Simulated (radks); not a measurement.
# Valence configurations of Tm³⁺

One table from this session's results is given with a row withheld; the runs are named, their logs left out.

Program: radks (a radial shooting solver on a logarithmic mesh, Libxc functionals) version 1. Level of theory: scalar-relativistic Kohn-Sham, PBE, spin-polarised, spherical densities, finite nucleus; open shells are filled with parallel spins first. These are calculated values, not measurements, unless marked.

### The system

| Item | Value |
| --- | --- |
| element | thulium (Z = 69) |
| charge | +3 |
| electrons | 66 |
| configuration | [Xe] 4f12 |
| nuclear rms radius | 5.2256 fm |
| others tried | 4f11 6s1; 4f10 6p2; 4f11 6p1; 4f10 6s2; 4f11.5 6p0.5; 4f11 5d1; 4f11.5 5d0.5; 4f11 6s0.5 6p0.5; 4f10 5d2 |

The outer shells:

Tm³⁺
```
[Xe] core
4f [↑↓][↑↓][↑↓][↑↓][↑↓][↑ ][↑ ]
```

The first run:

The run's settings:

```text
Z 69
configuration [Xe] 4f12
relativity scalar-relativistic
functional pbe,pbe
spin polarised
nucleus finite rms 5.2256 fm
c 137.035999084
```

Among the steps run: [Xe] 4f12.

One table of the session follows, with a row left open; its other results are not shown here.

It belongs to the step «[Xe] 4f12». Radial moments (bohr):

| level | <r> | outermost maximum (interpolated) | 90 % within | nodes |
| --- | --- | --- | --- | --- |
| 4d up | 0.5699 | 0.501 | 0.856 | 1 |
| 4d down | 0.5703 | 0.501 | 0.857 | 1 |
| 5s up | 1.205 | 1.08 | 1.73 | 4 |
| 5s down | 1.210 | 1.08 | 1.74 | 4 |
| 5p up | 1.407 | 1.23 | 2.06 | 3 |
| 5p down | 1.415 | 1.23 | 2.07 | 3 |
| 4f up | 0.7446 | 0.492 | 1.27 | 0 |
| 4f down | ? | ? | ? | ? |

Q: Estimate the row for 4f down from the others.

The run gave: <r>: 0.7539; outermost maximum (interpolated): 0.493; 90 % within: 1.30; nodes: 0. In the column «<r>» it lies between 4f up (0.7446) and 5s up (1.205).
